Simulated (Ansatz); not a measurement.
# Nb (Nb (110), 7 layers): how the settings move a single-point run

Question: which choices in the input matter for Nb (Nb (110), 7 layers)?

Method: reference: DFT, PBE, PAW with Ansatz's default frozen-core files, scalar-relativistic, in Ansatz 0.2.0.

## Step 1: The system as given

It takes space group Cmmm (No. 65, orthorhombic). The conventional cell has a = 3.312 Å, b = 4.683 Å, c = 30.050 Å, α = 90.00°, β = 90.00°, γ = 90.00°. Nb (site symmetry mm2) has 6 Nb at 2.78 to 2.87 Å as nearest neighbours. Nb (site symmetry mm2) has 8 Nb at 2.78 to 2.88 Å as nearest neighbours. Nb (site symmetry mm2) is surrounded by 8 Nb at 2.86 to 2.88 Å. Around Nb (site symmetry mmm) lie 8 Nb at 2.86 to 2.87 Å.

Coordinates:

```cif
data_structure
_symmetry_space_group_name_H-M 'P 1'
_symmetry_Int_Tables_number 1
_cell_length_a 2.8679
_cell_length_b 2.8679
_cell_length_c 30.0500
_cell_angle_alpha 90.000
_cell_angle_beta 90.000
_cell_angle_gamma 109.471
_cell_volume 233.03
loop_
_atom_site_label
_atom_site_type_symbol
_atom_site_fract_x
_atom_site_fract_y
_atom_site_fract_z
_atom_site_occupancy
Nb1 Nb 0.00000 0.00000 0.26973 1
Nb2 Nb 0.50000 0.50000 0.34423 1
Nb3 Nb 0.00000 0.00000 0.42246 1
Nb4 Nb 0.50000 0.50000 0.50000 1
Nb5 Nb 0.00000 0.00000 0.57754 1
Nb6 Nb 0.50000 0.50000 0.65577 1
Nb7 Nb 0.00000 0.00000 0.73027 1
```

## Step 2: The reference run

The input, input.yaml:

```yaml
crystal:
  lattice:
    - [2.8679417322, 0.0, 0.0]
    - [-0.9559805774, 2.7039213958, 0.0]
    - [0.0, 0.0, 30.05]
  atoms:
    - { symbol: Nb, position: [0.0, 0.0, 0.2697318647] }
    - { symbol: Nb, position: [0.5, 0.5, 0.3442313032] }
    - { symbol: Nb, position: [0.0, 0.0, 0.4224606971] }
    - { symbol: Nb, position: [0.5, 0.5, 0.5000000005] }
    - { symbol: Nb, position: [0.0, 0.0, 0.5775393033] }
    - { symbol: Nb, position: [0.5, 0.5, 0.6557686964] }
    - { symbol: Nb, position: [0.0, 0.0, 0.7302681348] }
kpoints:
  mp_grid: { grid: [13, 13, 1] }
scf:
  occupations: { method: fermi_dirac, width: 0.08 }
hamiltonian:
  xc: pbe
  pseudopotentials: { kind: paw }
output:
  forces: true
  stress: true
  eigenvalues: true
efield:
  axis: 3
  amplitude: 0.2
  dipole_correction: true
```

Started as:

```bash
$ ansatz run input.yaml --threads 3 --pin off --max-ram 8192MiB --backend cpu --events-out ev --progress --plain --runs-dir out
```

## Step 3: Variant: dr2_threshold 1.0e-08

input.yaml: that of step 2 with these lines changed.

```diff
@@ -17,2 +17,3 @@
   occupations: { method: fermi_dirac, width: 0.08 }
+  convergence: { dr2_threshold: 1.0e-08 }
 hamiltonian:
```

**Question.** What will these runs give? Wanted: for each run, ending; energy change; gap; force.

**Answer**, as computed:

```
                     run     ending  energy change  gap (eV)  force (eV/Å)  cycles  time
               reference  converged              0      0.00          0.01      10  34 s
1: dr2_threshold 1.0e-08  converged   0.0 meV/atom      0.00          0.01      12  36 s
```

Residual by cycle in the longest SCF loop of each run; runs are numbered as in the table. The quantity is the density residual dr2, in eV.

```
cycle  reference    run 1
    1        131      131
    2        120      120
    3      0.971    0.971
    4      0.215    0.215
    5     0.0396   0.0396
    6    0.00106  0.00106
    7     1.5e-4   1.5e-4
    8     7.3e-6   7.3e-6
    9     1.7e-6   1.7e-6
   10     9.9e-8   9.9e-8
   11          -   1.7e-8
   12          -   1.0e-9
```

The changed convergence setting doesn't alter the result here (within 0.5 meV/atom). Cost: 12 SCF cycles against 10.
